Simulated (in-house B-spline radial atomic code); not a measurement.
**Ta⁴⁰⁺: parity violation, electron EDM and field shifts**

How strongly does Ta⁴⁰⁺ (core [Ar] 3d10 4s2 4p1/2^2) respond to a weak charge, an electron EDM and a larger nucleus? Each constant is a sum over states, at Dirac-Hartree-Fock, with RPA, and on Brueckner orbitals.

Program: an in-house B-spline radial atomic code, version 1. Level of theory: Dirac-Hartree-Fock, RPA and Brueckner orbitals, sums over states, B-spline basis. These are calculated values, not measurements, unless marked.

## Step 1: Starting point

```
element     : tantalum (Z = 73)
charge      : +40
closed core : [Ar] 3d10 4s2 4p1/2^2
nucleus     : mass number 181, rms radius 5.351 fm
note        : closed in jj coupling only
```

## Step 2: The run and its levels

Input settings, with the grid that the program derived:

```ini
basis_form = 2
Z = 73
core_configuration = [Ar] 3d10 4s2 4p-2
rms_radius = 5.3507
mass_number = 181
speed_of_light = 137.035999084
box_radius = 1.707
lmax = 6
intervals = 55
virtual_cutoff = 10658.0
```

Run with:

```
$ python run_mb.py task.json out
```

task.json holds these settings.

Main fields of the result record, rounded:

```text
{
  "status": "converged",
  "levels_used [hartree]": {
    "5s1/2": [-44.93548, -44.9749],
    "6s1/2": [-29.16697, -29.18581],
    "7s1/2": [-16.05162, -16.0708],
    "5p1/2": [-43.24548, -43.28452],
    "6p1/2": [-28.18142, -28.20091],
    "7p1/2": [-15.23659, -15.25716],
    "4p3/2": [-70.2374, -70.32947],
    "5p3/2": [-41.67958, -41.71833],
    "6p3/2": [-27.21414, -27.23532],
    "4d3/2": [-64.647, -64.73936],
    "5d3/2": [-39.03903, -39.07995],
    "6d3/2": [-25.67072, -25.6942],
    "4d5/2": [-63.60895, -63.75634],
    "5d5/2": [-38.69146, -38.73389],
    "6d5/2": [-25.4407, -25.46451]
  },
  "lowest_core_excitation [hartree]": 3.27536
}
```

Run time: 33 s. Hardware: 1 thread of Arm Neoverse V2, shared host; peak memory 0.21 GiB.

States that the finite box pushes up (7p1/2, 7s1/2) are left out of the tables; the next lower states can be squeezed a little too.

Valence levels (eV):

| state | DHF | Brueckner | shift |
| --- | --- | --- | --- |
| 5s1/2 | -1222.76 | -1223.83 | -1.07 |
| 6s1/2 | -793.674 | -794.186 | -0.513 |
| 5p1/2 | -1176.77 | -1177.83 | -1.06 |
| 6p1/2 | -766.855 | -767.386 | -0.531 |
| 4p3/2 | -1911.26 | -1913.76 | -2.51 |
| 5p3/2 | -1134.16 | -1135.21 | -1.05 |
| 6p3/2 | -740.534 | -741.111 | -0.576 |
| 4d3/2 | -1759.13 | -1761.65 | -2.51 |
| 5d3/2 | -1062.31 | -1063.42 | -1.11 |

## Step 3: Parity-violating amplitudes

In the record:

```text
{
  "pnc": [
    ["6s1/2", "5s1/2", 0.010386, 0.0099281, 0.0099459],
    ["4d3/2", "5s1/2", 0.023864, 0.024694, 0.024725],
    ["6p1/2", "5p1/2", 0.0086998, 0.0083013, 0.0083311],
    ["4p3/2", "5p1/2", 0.015361, 0.015128, 0.015181],
    ["7s1/2", "5s1/2", 0.0088775, 0.0086172, 0.0086453]
  ]
}
```

Size of E1 per unit weak charge (10⁻¹¹ e bohr):

| pair of states | DHF | RPA | Brueckner + RPA |
| --- | --- | --- | --- |
| 6s1/2 – 5s1/2 | 0.01039 | 0.009928 | 0.009946 |
| 4d3/2 – 5s1/2 | 0.02386 | 0.02469 | 0.02473 |
| 6p1/2 – 5p1/2 | 0.008700 | 0.008301 | 0.008331 |
| 4p3/2 – 5p1/2 | 0.01536 | 0.01513 | 0.01518 |

## Step 4: T-violating constants

The record's fields for this part:

```text
{
  "edm": [
    ["5s1/2", 231.17, 221.02, 221.59, -1.2252, -1.1716, -1.1746],
    ["6s1/2", 353.87, 355.06, 356.05, -1.8764, -1.8828, -1.8881],
    ["5p1/2", -240.85, -231.46, -232.06, 1.2766, 1.227, 1.2301],
    ["6p1/2", -360.22, -361.76, -362.78, 1.9101, 1.9184, 1.9238]
  ]
}
```

Enhancement factor of the electron EDM:

| state | DHF | RPA | Brueckner + RPA |
| --- | --- | --- | --- |
| 5s1/2 | 231.2 | 221.0 | 221.6 |
| 6s1/2 | 353.9 | 355.1 | 356.1 |
| 5p1/2 | -240.8 | -231.5 | -232.1 |
| 6p1/2 | -360.2 | -361.8 | -362.8 |

## Step 5: Response to the nuclear radius

From the result record:

```text
{
  "field_shift [state, GHz/fm^2 (three levels)]": [
    ["5s1/2", 821.99, 808.41, 811.37],
    ["6s1/2", 497.04, 486.55, 487.7],
    ["5p1/2", 56.404, 6.965, 7.0222],
    ["6p1/2", 35.266, 5.0897, 5.1286],
    ["4p3/2", 0.004499, -112.39, -112.71],
    ["5p3/2", 0.0020577, -41.913, -42.075],
    ["4d3/2", 2.4983e-05, -102.42, -102.72],
    ["5d3/2", 1.2637e-05, -40.279, -40.414],
    ["4d5/2", -1.493e-07, -98.044, -98.356],
    ["5d5/2", -8.3464e-08, -38.503, -38.583]
  ]
}
```

Field-shift constants (GHz/fm²):

| state | DHF | RPA | Brueckner + RPA |
| --- | --- | --- | --- |
| 5s1/2 | 822.0 | 808.4 | 811.4 |
| 6s1/2 | 497.0 | 486.6 | 487.7 |
| 5p1/2 | 56.40 | 6.965 | 7.022 |
| 6p1/2 | 35.27 | 5.090 | 5.129 |
| 4p3/2 | 0.004499 | -112.4 | -112.7 |
| 5p3/2 | 0.002058 | -41.91 | -42.08 |
| 4d3/2 | 2.498e-05 | -102.4 | -102.7 |
| 5d3/2 | 1.264e-05 | -40.28 | -40.41 |

## Step 6: Outcome

```
                               quantity                    value
E1 (6s1/2 – 5s1/2) per unit weak charge  0.009946 × 10⁻¹¹ e bohr
                 EDM enhancement, 5s1/2                    221.6
 atomic EDM per C_SP and nucleon, 5s1/2      -1.175 × 10⁻²⁰ e cm
                     field shift, 5s1/2            811.4 GHz/fm²
```

What this shows: The 6s1/2 – 5s1/2 amplitude changes by -4.4 % from DHF to RPA and by +0.18 % more on Brueckner orbitals. The EDM enhancement of 5s1/2 is 222, so in that state the EDM exceeds the electron's own. It is not the lowest valence state computed (4p3/2). These effects come from s and p1/2 electrons at the nucleus and grow steeply with Z. 4p3/2 has no density at the nucleus, so its DHF field shift is near zero; the RPA value, -112 GHz/fm², comes from the core's response and has the opposite sign to that of the s states. Breit, QED, the neutron skin and higher orders are left out.
